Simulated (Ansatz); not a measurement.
C2H4INO, SMILES NC=C(O)I: vertical spin-state energies, run with Ansatz's Python interface.

`spin.py`:
```python
"""Gap between spin states of C2H4INO at one geometry."""

import ansatz as az

BASIS = "def2-SVP"
FUNCTIONAL = "r2SCAN"

c2h4ino = (
    az.Crystal.molecule()
    .atom("N", [0.433, 0.0477, -1.6022])
    .atom("C", [-0.0596, -0.4829, -0.4431])
    .atom("C", [-0.3299, 0.0831, 0.7361])
    .atom("O", [-0.6643, -0.687, 1.7927])
    .atom("I", [-0.0396, 2.0672, 1.1246])
    .atom("H", [0.7901, 1.0331, -1.4803])
    .atom("H", [1.0108, -0.5171, -2.1595])
    .atom("H", [-0.1859, -1.5337, -0.5591])
    .atom("H", [-0.8662, -0.0567, 2.5736])
)

model = c2h4ino.calculation().basis(gaussian=BASIS).functional(FUNCTIONAL)
found = {}
for unpaired in [0, 2, 4]:
    report = model.spin("collinear", total=unpaired).run(threads=1, backend="cpu").report
    s = unpaired / 2
    found[unpaired] = report["free_energy_ev"]
    print(f"2S+1 = {unpaired + 1}: E = {found[unpaired]:.5f} eV, <S^2> = {abs(report['mean_field']['state']['spin_squared']):.3f} (pure state {s * (s + 1):.2f})")
lowest = min(found, key=found.get)
for unpaired, e in found.items():
    print(f"multiplicity {unpaired + 1}: {96.485332 * (e - found[lowest]):.1f} kJ/mol above the lowest")
```

Which spin state is lowest at this geometry, and how far above lie the others?

In order: multiplicity 1 (+0.00 eV), multiplicity 3 (+2.97 eV) and multiplicity 5 (+8.70 eV), all at the one geometry.

The output:

```console
$ python spin.py
2S+1 = 1: E = -13771.44981 eV, <S^2> = 0.000 (pure state 0.00)
2S+1 = 3: E = -13768.47949 eV, <S^2> = 2.006 (pure state 2.00)
2S+1 = 5: E = -13762.75383 eV, <S^2> = 6.013 (pure state 6.00)
multiplicity 1: 0.0 kJ/mol above the lowest
multiplicity 3: 286.6 kJ/mol above the lowest
multiplicity 5: 839.0 kJ/mol above the lowest
```

What to keep in mind:
- Total energies depend on the basis set; only differences at equal settings carry meaning.
- The geometry is a force-field or estimated start, not a minimum of this method, and the basis set is short of its limit. All parts are taken at fixed geometry, without zero-point energy.
- def2 sets replace the cores of elements past krypton by effective core potentials.
- Spin-orbit coupling, which mixes and shifts the spin states of heavy atoms, is left out.
- Wall time of the script: 94 s on 1 thread of Arm Neoverse V1, with other jobs on the host, peak memory 0.36 GiB.
